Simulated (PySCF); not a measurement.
**ZrFOH: structure of the triplet**

Aim: relax ZrFOH as a triplet from a linear start, check by its vibrations whether the end is a minimum, and collect its spectrum and constants.

The runs use PySCF 2.14.0; PBE0, basis Zr def2-TZVP with ECP28, F def2-TZVP, O def2-TZVP, H def2-TZVP, scalar-relativistic core potentials, no spin–orbit coupling, density fitting.

## (1) Starting geometry

4 atoms, charge 0, spin multiplicity 3.

Bond lengths: Zr1–F2 2.180 Å, Zr1–O3 2.170 Å, O3–H4 0.960 Å. Angles: F2–Zr1–O3 180.0°, Zr1–O3–H4 130.0°.

Coordinates in bohr (charge 0 multiplicity 3):
```
Zr    0.0000    0.0000    0.0000
F     0.0000    0.0000    4.1196
O     0.0000    0.0000   -4.1007
H     1.3897    0.0000   -5.2669
```

## (2) Finding the electronic state

The steps below are one call of a driver around PySCF. For each, scf.py gives the equivalent set-up of the SCF; relaxations use the driver's own optimiser. After this first run the driver tries any further starts and a stability analysis.

scf.py

```python
from pyscf import gto, scf, dft
mol = gto.M(atom='''
Zr     0.000000     0.000000     0.000000
F      0.000000     0.000000     2.180000
O      0.000000     0.000000    -2.170000
H      0.735400     0.000000    -2.787100''',
    basis={'Zr': 'def2-TZVP', 'F': 'def2-TZVP', 'O': 'def2-TZVP', 'H': 'def2-TZVP'},
    ecp={'Zr': 'def2-TZVP'},
    charge=0, spin=2)
mf = dft.UKS(mol, xc='PBE0')
mf.grids.atom_grid = (50, 194)
aux = {'Zr': 'def2-universal-JKFIT', 'F': 'def2-universal-JKFIT', 'O': 'def2-universal-JKFIT', 'H': 'def2-universal-JKFIT'}
mf = mf.density_fit(auxbasis=aux)
mf.conv_tol = 1e-08
mf.diis_space = 10
mf.max_cycle = 60
mf.init_guess = 'minao'
mf.verbose = 4
mf.kernel()
```

Run with:

```bash
OMP_NUM_THREADS=4 python axn.py task.json out
```

The program printed:

```text
init E= -216.968304688572
[... the frontier-level lines of each cycle are left out ...]
cycle= 1 E= -222.369318686529  delta_E= -5.4  |g|= 0.743  |ddm|= 3.14
cycle= 2 E= -222.240071686404  delta_E= 0.129  |g|= 1.01  |ddm|= 1.63
cycle= 3 E= -222.618520977424  delta_E= -0.378  |g|=  0.2  |ddm|= 1.02
cycle= 4 E= -222.637711213497  delta_E= -0.0192  |g|= 0.067  |ddm|= 0.309
cycle= 5 E= -222.640767884865  delta_E= -0.00306  |g|= 0.0172  |ddm|= 0.136
cycle= 6 E= -222.6413868227  delta_E= -0.000619  |g|= 0.0165  |ddm|= 0.0741
cycle= 7 E= -222.641729275717  delta_E= -0.000342  |g|= 0.00706  |ddm|= 0.0354
cycle= 8 E= -222.642089041341  delta_E= -0.00036  |g|= 0.00552  |ddm|= 0.0506
cycle= 9 E= -222.64265078713  delta_E= -0.000562  |g|= 0.00341  |ddm|= 0.109
cycle= 10 E= -222.64288774613  delta_E= -0.000237  |g|= 0.00178  |ddm|= 0.0863
cycle= 11 E= -222.642936967817  delta_E= -4.92e-05  |g|= 0.000603  |ddm|= 0.0409
cycle= 12 E= -222.642945625902  delta_E= -8.66e-06  |g|= 0.000237  |ddm|= 0.0231
cycle= 13 E= -222.642945810809  delta_E= -1.85e-07  |g|= 6.58e-05  |ddm|= 0.00211
cycle= 14 E= -222.64294584911  delta_E= -3.83e-08  |g|= 2.96e-05  |ddm|= 0.00165
cycle= 15 E= -222.64294585587  delta_E= -6.76e-09  |g|= 1.83e-05  |ddm|= 0.000276
Extra cycle  E= -222.642945856692  delta_E= -8.22e-10  |g|= 1.47e-05  |ddm|= 8.41e-05
converged SCF energy = -222.642945856692  <S^2> = 2.0051337  2S+1 = 3.0034205
```

This step, with its further starts and checks, needed 14 s of wall time on 4 threads of Arm Neoverse V1, shared host.

Energies from each starting density:

| start | energy (Eh) |
| --- | --- |
| the minimal-basis guess | -222.642946 |
| a thermally smeared density | -222.642946 |
| a smeared PBE density | -222.642946 |

No lower solution of this spin turned up from the other starts or in the test of internal stability.

## (3) Relaxing the triplet from the linear start

The program finds Cs symmetry in the start, which this walk keeps. Threshold on the gradient: 0.0003 Eh/bohr, with a further test on the energy change.

Changes to scf.py since step 2:

```diff
@@ -3,4 +3,4 @@
-Zr     0.000000     0.000000     0.000000
-F      0.000000     0.000000     2.180000
-O      0.000000     0.000000    -2.170000
-H      0.735400     0.000000    -2.787100''',
+Zr    -0.005887     0.000000    -0.030965
+F     -0.005887     0.000000     2.149035
+O     -0.005887     0.000000    -2.200965
+H      0.729513     0.000000    -2.818065''',
@@ -17 +16,0 @@
-mf.init_guess = 'minao'
```

Steps of the walk:

| step | energy (Eh) | change (kJ/mol) | largest symmetric gradient (Eh/bohr) |
| --- | --- | --- | --- |
| 0 | -222.642946 | 0.00 | 0.06387 |
| 1 | -222.669011 | -68.43 | 0.03435 |
| 2 | -222.674887 | -83.86 | 0.03726 |
| 3 | -222.678721 | -93.93 | 0.00997 |
| 4 | -222.680610 | -98.89 | 0.00864 |
| 5 | -222.682423 | -103.65 | 0.01914 |
| 6 | -222.683578 | -106.68 | 0.00600 |
| 7 | -222.683837 | -107.36 | 0.00243 |
| 8 | -222.684024 | -107.85 | 0.00239 |
| 9 | -222.684110 | -108.08 | 0.00487 |
| 10 | -222.684211 | -108.34 | 0.00336 |
| 11 | -222.684390 | -108.81 | 0.00249 |
| 12 | -222.684516 | -109.14 | 0.00846 |
| 13 | -222.684578 | -109.31 | 0.00163 |
| 14 | -222.684591 | -109.34 | 0.00031 |
| 15 | -222.684592 | -109.34 | 0.00013 |

The walk took 31 s.

After 15 steps and 109.3 kJ/mol it ends at Cs: O–H 0.954 Å, Zr–F 1.926 Å, Zr–O 1.924 Å; F–Zr–O 141.7°, H–O–Zr 159.3°.

## (4) Hessian and properties

The point is checked on the finer grid, and tightened if its gradient asks for it. The Hessian and the dipole derivatives come from central differences of analytic gradients, with steps of 0.02 bohr.

Changes to scf.py since step 3:

```diff
@@ -3,4 +3,4 @@
-Zr    -0.005887     0.000000    -0.030965
-F     -0.005887     0.000000     2.149035
-O     -0.005887     0.000000    -2.200965
-H      0.729513     0.000000    -2.818065''',
+Zr    -0.192064     0.000000    -0.019615
+F      0.496018     0.000000     1.778620
+O      0.396481     0.000000    -1.850686
+H      0.998750     0.000000    -2.590514''',
@@ -11 +11 @@
-mf.grids.atom_grid = (50, 194)
+mf.grids.atom_grid = (75, 302)
@@ -14 +14 @@
-mf.conv_tol = 1e-08
+mf.conv_tol = 1e-10
```

This SCF starts from the last density.

Log of the central SCF (cycles and frontier levels):

```text
init E= -222.684438933807
[... the frontier-level lines of each cycle are left out ...]
cycle= 1 E= -222.684438933798  delta_E= 9.27e-12  |g|= 6.42e-06  |ddm|= 5.41e-06
Extra cycle  E= -222.684438933754  delta_E= 4.36e-11  |g|= 1.28e-05  |ddm|= 9.24e-06
converged SCF energy = -222.684438933754  <S^2> = 2.0032832  2S+1 = 3.002188
```

The whole step took 71 s.

Geometry: Cs; O–H 0.954 Å, Zr–F 1.925 Å, Zr–O 1.923 Å; F–Zr–O 141.2°, H–O–Zr 158.7°.

Harmonic modes (main isotopes):

```csv
symmetry,ω (cm⁻¹),IR (km/mol),μ (u)
a',98,3.6,7.67
a'',396,95.3,1.19
a',430,129,1.21
a',626,113,21.02
a',698,130,8.37
a',3983,218,1.07
```

All wavenumbers are real: a minimum.

Properties at this point:

- Dipole moment: 2.08 D
- Highest occupied level: -5.02 eV
- Lowest empty level: -1.99 eV
- Rotational constants: 1.474, 0.1385, 0.1266 cm⁻¹
- Zero-point energy: 37.3 kJ/mol
- Principal polarisabilities: 55.0, 81.0, 88.5 bohr³
- Atomisation energy without zero-point energy: 1592 kJ/mol
- Principal traceless quadrupole moments about the centre of mass: -7.78, -0.08, 7.86 D Å
- Entropy at 298.15 K and 1 bar (electronic part: spin only): 302.6 J/(mol K)
- Heat capacity Cp at 298.15 K: 61.1 J/(mol K)
- Enthalpy at 298.15 K above 0 K: 14.10 kJ/mol
- Rotational symmetry number: 1
- Spin squared ⟨S²⟩: 2.003

Populations by atom (charges in e):

```json
{"atom": "Zr1", "Mulliken": "0.91", "Löwdin": "0.47", "polar tensor": "1.11", "spin (Mulliken)": "2.05", "Mayer order to Zr1": "–"}
{"atom": "F2", "Mulliken": "-0.49", "Löwdin": "-0.29", "polar tensor": "-0.61", "spin (Mulliken)": "-0.02", "Mayer order to Zr1": "0.88"}
{"atom": "O3", "Mulliken": "-0.74", "Löwdin": "-0.33", "polar tensor": "-0.83", "spin (Mulliken)": "-0.03", "Mayer order to Zr1": "1.01"}
{"atom": "H4", "Mulliken": "0.33", "Löwdin": "0.16", "polar tensor": "0.34", "spin (Mulliken)": "0.00", "Mayer order to Zr1": "0.03"}
```

Mulliken populations on Zr1 (outside its core potential): s 2.72, p 6.19, d 2.11, f 0.08.

## (5) Results

```
                                          quantity                                                                  value
                                           minimum                                                            triplet, Cs
                                          geometry  O–H 0.954 Å, Zr–F 1.925 Å, Zr–O 1.923 Å; F–Zr–O 141.2°, H–O–Zr 158.7°
                                wavenumbers (cm⁻¹)            98 (a'), 396 (a''), 430 (a'), 626 (a'), 698 (a'), 3983 (a')
                                     dipole moment                                                                 2.08 D
highest occupied, lowest empty level (either spin)                                                        -5.02, -1.99 eV
                        polar-tensor charge of Zr1                                                                +1.11 e
                                 zero-point energy                                                            37.3 kJ/mol
                               entropy at 298.15 K                                                        302.6 J/(mol K)
         atomisation energy (no zero-point energy)                                                            1592 kJ/mol
                                              ⟨S²⟩                                                                  2.003
```

What this shows: The linear start keeps its Cs symmetry and ends in a minimum. The strongest infrared band lies at 3983 cm⁻¹ (a'). Most of the spin sits on Zr1 (Mulliken spin 2.05, against 2 for the whole molecule). Only this shape and spin were tried, so other structures or states may lie lower. One determinant may miss the lowest occupation of an open d or f shell.

The search up to here took 1.9 min.
